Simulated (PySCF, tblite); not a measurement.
**Cl₃GeH₃OTi, a small molecule taken as a stand-in for a surface group (germyl): NMR shifts, core binding energies and electronic excitations**

What NMR shifts, core binding energies and electronic excitations should one expect for `[Cl][Ti]([Cl])([Cl])[O][GeH3]`?

Computed with tblite 0.8.0 and PySCF 2.14.0; each step states its level. No surroundings beyond the atoms listed, unless a continuum is named. Atoms count from 0, parts from 1.

### 1 The system as given

9 atoms, charge 0, multiplicity 1; geometry: distance geometry start.

### 2 Relaxing the cluster with GFN2-xTB

What the job is given:

```
{"job": {"kind": "relax", "xc": "GFN2-xTB", "basis": "xTB"}, "charge": 0, "multiplicity": 1}
Ge     0.652472     2.493521    -0.367728
O      0.018958     1.168262     0.775901
Ti    -1.761119     0.371779     0.692452
Cl    -1.598620    -1.842171     1.089658
Cl    -2.618430     0.718381    -1.370416
Cl    -3.114986     1.339333     2.218283
H     -0.222189     2.559459    -1.611251
H      0.651518     3.823958     0.304384
H      2.070268     2.137218    -0.779698
```

Method: GFN2-xTB geometry optimisation, gas phase.

Launch:

```bash
> OMP_NUM_THREADS=1 python cluster_run.py task.json out
```

This one command runs all jobs of the session in turn.

**Question.** The jobs that follow are: PBE0-D3(BJ)/def2-SVP geometry optimisation, gas phase; GIAO PBE0/pcSseg-1 NMR shielding, non-relativistic, gas phase; delta-SCF UKS SCAN, pcX-2 on the ionised atom, pcseg-1 elsewhere, spin-free X2C; TDDFT CAM-B3LYP/def2-SVPD, vertical, gas phase, core orbitals frozen in the response. Predict: point group; rotational constants (main isotopes); ¹H shifts against TMS (PBE0/pcSseg-1); ⁷³Ge shifts against GeMe4 (PBE0/pcSseg-1); ¹⁷O shifts against H2O (PBE0/pcSseg-1); ³⁵Cl shifts against HCl (PBE0/pcSseg-1); shieldings of Ti (PBE0/pcSseg-1); Cl2p binding energies, SCAN/pcX-2; O1s binding energies, SCAN/pcX-2; lowest singlet (CAM-B3LYP/def2-SVPD); brightest single state of those computed; lowest triplet; vertical ionisation energy (ΔSCF); vertical electron affinity (ΔSCF).

The runs gave:

| quantity | value |
| --- | --- |
| point group | C1 |
| rotational constants (main isotopes) | 1.13, 0.48, 0.48 GHz |
| ¹H shifts against TMS (PBE0/pcSseg-1) | 5.64, 5.59, 5.26 ppm |
| ⁷³Ge shifts against GeMe4 (PBE0/pcSseg-1) | -32 ppm |
| ¹⁷O shifts against H2O (PBE0/pcSseg-1) | 479.9 ppm |
| ³⁵Cl shifts against HCl (PBE0/pcSseg-1) | 760, 759, 741 ppm |
| shieldings of Ti (PBE0/pcSseg-1) | Ti2 -658.0 ppm |
| Cl2p binding energies, SCAN/pcX-2 | Cl4 206.06, Cl5 206.00, Cl3 205.98 eV |
| O1s binding energies, SCAN/pcX-2 | O1 537.95 eV |
| lowest singlet (CAM-B3LYP/def2-SVPD) | 4.68 eV (265 nm), f = 0.001 |
| brightest single state of those computed | state 6, 4.95 eV, f = 0.034 |
| lowest triplet | 4.40 eV |
| vertical ionisation energy (ΔSCF) | 11.21 eV |
| vertical electron affinity (ΔSCF) | 1.96 eV |

**Reading.** Relaxing lowered the energy by 0.573 eV in 12 steps; the close pair that moved most is Ti2–Cl3, from 2.111 to 2.182 Å (PBE0/def2-SVP). Cl4 (chlorine bonded to Ti) binds its Cl2p electron 0.08 eV more tightly than Cl3 (chlorine bonded to Ti). The lowest singlet, at 4.68 eV, is HOMO→LUMO 0.55, HOMO−1→LUMO 0.29 and is weak; of the 6 states computed, the strongest absorption comes from states 5 to 6 together at 4.95 eV (the last computed, so partners may be missing). The lowest triplet lies 0.28 eV below the lowest singlet (triplets in Tamm-Dancoff, singlets in full TDDFT). The orbital energy would give 10.40 eV for ionisation, ΔSCF gives 11.21 eV. Spin-orbit coupling is left out, which matters for shieldings and couplings at and beside the heavy atoms.
